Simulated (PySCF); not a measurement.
# [DyH2]2+: other functionals and bases at one geometry

How far do other levels of theory move the description of [DyH2]2+, and what does each cost? It is a constructed species; whether it can be made isn't addressed.

The runs use PySCF 2.14.0; several levels, as the steps say, no spin–orbit coupling.

1 further run of the same task is left out (for a known fault of the program).

## 1. The starting structure

3 atoms, charge 2, spin multiplicity 1.

Bond lengths: Dy1–H2 1.806 Å, Dy1–H3 1.806 Å. Angles: H2–Dy1–H3 103.3°.

Coordinates:

```xyz
3
charge 2, multiplicity 1
Dy    0.0000    0.0000   -0.2001
H     1.4163    0.0000    0.9212
H    -1.4163    0.0000    0.9212
```

Formal oxidation states: Dy +4. Each metal's 8 4f electrons lie in its core potential, so multiplicities, spins and levels count the valence alone. An earlier session relaxed this geometry at PBE0, Dy lcecp-2-SVP with ECP54, H def2-SVP (singlet, point group C2v).

At PBE0 on the finer grid: E = -44.298659 Eh, frontier levels not given, since the 4f levels lie in the core, Mulliken charge on Dy1 +1.70 e, largest force component 0.002 eV/Å. 

Levels to run: r2SCAN; PBE; PBE0, TZVP. Hardware: 2 threads of Arm Neoverse V2, shared host.

## 2. r2SCAN

Input file run.py (the lines that set the calculation):

```python
mol = gto.M(atom='''
Dy     0.00000     0.00000    -0.20008
H      1.41631     0.00000     0.92120
H     -1.41631     0.00000     0.92120''',
    basis={'Dy': 'lcecp-2-SVP', 'H': 'def2-SVP'},
    ecp={'Dy': 'lcecp-2-SVP'},
    charge=2, spin=0)
mf = dft.RKS(mol, xc='R2SCAN')
mf.grids.atom_grid = (75, 302)  # f atoms: unpruned, at least (60, 302)
mf = mf.density_fit()  # fitting sets: Dy AutoAux, H def2-universal-JKFIT
mf.conv_tol = 1e-08; mf.max_cycle = 55
mf.kernel(dm0)  # dm0: the density of the relaxed state
```

Started as:

```sh
OMP_NUM_THREADS=2 python run.py
```

## 3. PBE

run.py (the lines that set the calculation), as its differences from that of step 2:

```diff
@@ -7,3 +7,3 @@
     charge=2, spin=0)
-mf = dft.RKS(mol, xc='R2SCAN')
+mf = dft.RKS(mol, xc='PBE')
 mf.grids.atom_grid = (75, 302)  # f atoms: unpruned, at least (60, 302)
```

## 4. PBE0, TZVP

Basis: Dy lcecp-2-TZVP with ECP54, H def2-TZVP. 

Input file run.py (the lines that set the calculation):

```python
mol = gto.M(atom='''
Dy     0.00000     0.00000    -0.20008
H      1.41631     0.00000     0.92120
H     -1.41631     0.00000     0.92120''',
    basis={'Dy': 'lcecp-2-TZVP', 'H': 'def2-TZVP'},
    ecp={'Dy': 'lcecp-2-TZVP'},
    charge=2, spin=0)
mf = dft.RKS(mol, xc='PBE0')
mf.grids.atom_grid = (75, 302)  # f atoms: unpruned, at least (60, 302)
mf = mf.density_fit()  # fitting sets: Dy AutoAux, H def2-universal-JKFIT
mf.conv_tol = 1e-08; mf.max_cycle = 55
mf.kernel(dm0)  # dm0: free metal ions and neutral atoms
```

Before running it: what results should come out? Wanted: for each run, charge on Dy1; dipole; largest force.

The runs gave:

| level | state | charge on Dy1 (e) | dipole (D) | largest force (eV/Å) | basis functions | time |
| --- | --- | --- | --- | --- | --- | --- |
| PBE0 (relaxed here) | singlet | 1.70 | 1.71 | 0.00 | 40 | 1.5 s |
| r2SCAN | singlet | 1.73 | 1.70 | 0.11 | 40 | 1.1 s |
| PBE | singlet | 1.66 | 1.47 | 0.30 | 40 | 0.8 s |
| PBE0, TZVP | singlet | 1.76 | 1.94 | 0.08 | 59 | 2.8 s |

Times are on 2 threads of Arm Neoverse V2, shared host; the first row also made further properties. The dipole of a charged species depends on the origin, so these sizes hold for this origin alone.

The largest leftover force, 0.30 eV/Å with PBE, stands at a geometry relaxed at another level. The Mulliken charge on Dy spans +1.66 to +1.76 e over the levels. With 4f in the core, its levels are missing from HOMO and gap. Total energies of different levels can't be compared. Spin–orbit coupling is left out throughout.
